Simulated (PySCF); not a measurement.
# CH9GaN2: the cost of one run

The runs use PySCF 2.14.0, with density-fitted response routines of our own; the level of theory stands in each step. All values are computed, except where a source is named. Atoms are numbered from 0 throughout.

## (1) Starting geometry

13 atoms, charge 0, multiplicity 1; geometry from: GFN2-xTB. The atoms were then displaced at random by about 0.01 Å, so the start is not that level's minimum.

Bonds of the start (Å): C0–N1 1.46, N1–Ga2 1.84, Ga2–N3 2.16, C0–H4 1.12, C0–H5 1.11, C0–H6 1.08, N1–H7 1.01, Ga2–H8 1.53, Ga2–H9 1.52, N3–H10 1.04, N3–H11 1.04, N3–H12 1.00.

## (2) Relaxing the molecule at PBE0-D3(BJ)/def2-SVP

The job: settings as JSON, then the geometry in Å.

```
{"job": {"xc": "PBE0", "basis": "def2-SVP", "d3": "d3bj", "grid": 1, "shake": 0.01, "kind": "geom"}, "charge": 0, "multiplicity": 1}
C      1.974040     0.373740     0.002360
N      0.940180    -0.599550     0.349200
Ga    -0.612200    -0.947650    -0.580750
N     -1.880650     0.565710     0.292630
H      1.562140     1.010560    -0.825540
H      2.179810     1.060660     0.845290
H      2.901520    -0.055420    -0.341130
H      1.349240    -1.262400     0.998920
H     -1.348290    -2.203920    -0.104510
H     -0.700840    -0.431810    -2.012630
H     -2.008920     0.392450     1.305910
H     -2.841430     0.593570    -0.101040
H     -1.508780     1.487170     0.160950
```

The run is started by

```bash
$ OMP_NUM_THREADS=1 python probes_run.py task.json out
```

This one command runs all jobs of the session in turn.

**Question.** How long does this first job take on 1 thread of Arm Neoverse V2, shared host, and how much memory does it need?

About 43 s, with a peak of 0.5 GiB.
